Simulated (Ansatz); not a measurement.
**BeBr− (singlet): from Hartree-Fock to the top rungs at distance Br1–Be2 = 5.716 Å, aug-cc-pVDZ**

An exercise on one series of results from a longer session: the logs are not shown, and one member is left open.

Method: aug-cc-pVDZ, core rule «outside noble gas», up to 15 orbitals frozen; program: Ansatz 0.2.0, Gaussian basis.

Plan: UHF; CCSD(T) on RHF; CCSD(T) on UHF; BCCD(T) on RHF; CISD; CCSDT(Q) on RHF; CCSDT(Q) on UHF; CASSCF and MRCISD+Q, 2 electrons in 2 orbitals; CASSCF and NEVPT2, 2 electrons in 2 orbitals; CASSCF and MRCISD+Q, 10 electrons in 8 orbitals; CASSCF and NEVPT2, 10 electrons in 8 orbitals.

34 further runs of the same task are left out: 10 for a known fault of the program, 17 that didn't finish, 7 set aside as unsound or not needed.

### What is computed

The geometry derives from a PBE0/def2-TZVPD stationary point (not a proven minimum). One bond is set to the value named and the two fragments are kept rigid. No spin-orbit coupling is included. The filled d shell of Br may be among the frozen orbitals whatever the setting's name suggests; the logs give the count.

2 atoms, charge -1, spin multiplicity 1.

Atoms are counted from 1 here; the program's logs count them from 0.

No contacts short enough for the rule that draws bonds.

Set-up of the first run:

in.yaml reads:

```yaml
crystal:
  periodic: [false, false, false]
  atoms:
    - {symbol: Br, position_ang: [0.000000, 0.000000, 0.000000]}
    - {symbol: Be, position_ang: [0.000000, 0.000000, 5.716000]}
basis:
  gaussian: {orbitals: aug-cc-pVDZ}
total_charge: -1
magnetization: {spin_polarized: true, initial_magnetization: 0}
hamiltonian: {xc: hf}
output: {orbitals: {seedname: orbitals}}
```

On the command line:

```
$ ansatz run in.yaml --threads 1 --pin off --events-out ev --progress --plain --max-ram 2393MiB
```

Among the steps run: UHF; CCSD(T) on RHF; CCSD(T) on UHF; BCCD(T) on RHF; CISD; CCSDT(Q) on RHF; CCSDT(Q) on UHF; CASSCF and MRCISD+Q, 2 electrons in 2 orbitals; CASSCF and NEVPT2, 2 electrons in 2 orbitals; CASSCF and MRCISD+Q, 10 electrons in 8 orbitals; CASSCF and NEVPT2, 10 electrons in 8 orbitals.

One table of the session follows, with a row left open; its other results are not shown here.

```
          method  from RCCSDT(Q) (meV)
             RHF               +5165.2
             UHF               +5155.3
            RMP2                +905.0
            CISD                +590.4
           RCCSD                +103.7
        RCCSD(T)                 +16.0
         BCCD(T)                     ?
          RCCSDT                  +7.4
       RCCSDT(Q)                     0
     CASSCF pair               +4677.7
     NEVPT2 pair                +842.3
  CASSCF valence               +4003.2
  NEVPT2 valence               +1052.7
  MRCISD valence                +278.3
MRCISD+Q valence                 +16.4
```

Estimate the missing values for BCCD(T).

The run gave: from RCCSDT(Q) (meV): +16.3. In the column «from RCCSDT(Q) (meV)» it lies between RCCSD(T) (+16.0) and MRCISD+Q valence (+16.4).

Not comparable, so not listed: CCSD(T) on UHF; CASSCF and MRCISD+Q, 2 electrons in 2 orbitals (they don't share determinant, frozen orbitals or solution with the rows shown, or repeat one).

To keep in mind: Warnings: restricted reference is unstable; spin contamination. Warnings in the runs' records: passed over end.
